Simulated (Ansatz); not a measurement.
# Nb2GaP3: the cost of one run

Method: DFT PBE, scalar-relativistic, plane waves, PAW, in Ansatz 0.2.0.

2 further runs of the same task are left out: 1 that didn't finish, 1 set aside as unsound or not needed.

## Step 1: The system as given

It takes space group Cmmm (No. 65, orthorhombic). The conventional cell has a = 4.716 Å, b = 8.289 Å, c = 6.131 Å, α = 90.00°, β = 90.00°, γ = 90.00°. Around Nb (site symmetry 2/m) lie 2 Nb at 2.36 Å. Ga (site symmetry mmm) has 4 P at 2.07 to 2.36 Å as nearest neighbours. P (site symmetry m2m) has 1 Ga at 2.07 Å and 3 P at 2.08 to 2.36 Å as nearest neighbours. P (site symmetry mmm) has 2 P at 2.08 Å and 2 Ga at 2.36 Å as nearest neighbours.

Structure file:

```xyz
6
Lattice="2.3578 -4.1445 0.0000 2.3578 4.1445 0.0000 0.0000 0.0000 6.1313" Properties=species:S:1:pos:R:3 pbc="T T T"
Nb    1.1789    2.0723    3.0657
Nb    1.1789   -2.0723    3.0657
Ga    2.3578    0.0000    0.0000
P     2.3578   -2.0676    0.0000
P     2.3578    2.0676    0.0000
P     0.0000    0.0000    0.0000
```

A structure generator made this guess: random cell by space group and Wyckoff sites (Cmmm, No. 65). The dimensions are guesses.

## Step 2: A first look at the guess

The input, input.yaml:

```yaml
crystal:
  lattice:
    - [2.35779663, -4.14451243, 0.0]
    - [2.35779663, 4.14451243, 0.0]
    - [0.0, 0.0, 6.13134631]
  atoms:
    - { symbol: Nb, position: [0.0, 0.5, 0.5] }
    - { symbol: Nb, position: [0.5, 0.0, 0.5] }
    - { symbol: Ga, position: [0.5, 0.5, 0.0] }
    - { symbol: P, position: [0.74943498, 0.25056502, 0.0] }
    - { symbol: P, position: [0.25056502, 0.74943498, 0.0] }
    - { symbol: P, position: [0.0, 0.0, 0.0] }
basis:
  ecutwfc: 420
kpoints:
  mp_grid: { grid: [4, 4, 4] }
hamiltonian:
  xc: pbe
scf:
  occupations: { method: gaussian, width: 0.1 }
  lower_state_search: "off"
output:
  forces: true
  stress: true
  eigenvalues: true
```

Started as:

```sh
ansatz run input.yaml --threads 1 --pin off --max-ram 2560MiB --backend cpu --events-out ev --progress --plain --runs-dir out
```

Q: Estimate wall time and peak memory on 1 thread of Arm Neoverse V1, shared host.

About 6.5 s, with a peak of 0.4 GiB.
